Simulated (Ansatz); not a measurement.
# Mg2CdN2: the cost of one run

Computed with Ansatz 0.2.0 (DFT PBE, scalar-relativistic, plane waves, PAW, unless a step's input says otherwise).

## Step 1: The starting structure

It takes space group P-3m1 (No. 164, trigonal). The conventional cell has a = 3.553 Å, b = 3.553 Å, c = 5.984 Å, α = 90.00°, β = 90.00°, γ = 120.00°. Mg (site symmetry 3m) has 4 N at 2.10 to 2.28 Å as nearest neighbours. Around Cd (site symmetry -3m) lie 6 N at 2.62 Å and 6 Mg at 2.92 Å. N (site symmetry 3m) is surrounded by 4 Mg at 2.10 to 2.28 Å and 3 Cd at 2.62 Å.

As a file:

```xyz
5
Lattice="3.5529 0.0000 0.0000 -1.7764 3.0769 0.0000 0.0000 0.0000 5.9838" Properties=species:S:1:pos:R:3 pbc="T T T"
Mg    1.7764    1.0256    0.9182
Mg    0.0000    2.0513    5.0657
Cd    0.0000    0.0000    2.9919
N     1.7764    1.0256    4.6209
N     0.0000    2.0513    1.3629
```

The structure comes from the Materials Project (structure only).

## Step 2: Probe: one point at the start

input.yaml reads:

```yaml
crystal:
  lattice:
    - [3.5528825911, 0.0, 0.0]
    - [-1.7764412955, 3.0768865806, 0.0]
    - [0.0, 0.0, 5.9838310064]
  atoms:
    - { symbol: Mg, position: [0.66666667, 0.33333333, 0.153442] }
    - { symbol: Mg, position: [0.33333333, 0.66666667, 0.846558] }
    - { symbol: Cd, position: [0.0, 0.0, 0.5] }
    - { symbol: "N", position: [0.66666667, 0.33333333, 0.772231] }
    - { symbol: "N", position: [0.33333333, 0.66666667, 0.227769] }
basis:
  ecutwfc: 420
kpoints:
  mp_grid: { grid: [6, 6, 4] }
hamiltonian:
  xc: pbe
scf:
  occupations: { method: gaussian, width: 0.1 }
output:
  forces: true
  stress: true
  eigenvalues: true
```

What time and memory should one allow on 1 thread of an x86-64 CPU, shared host?

About 1.1 s, with a peak of 0.4 GiB.
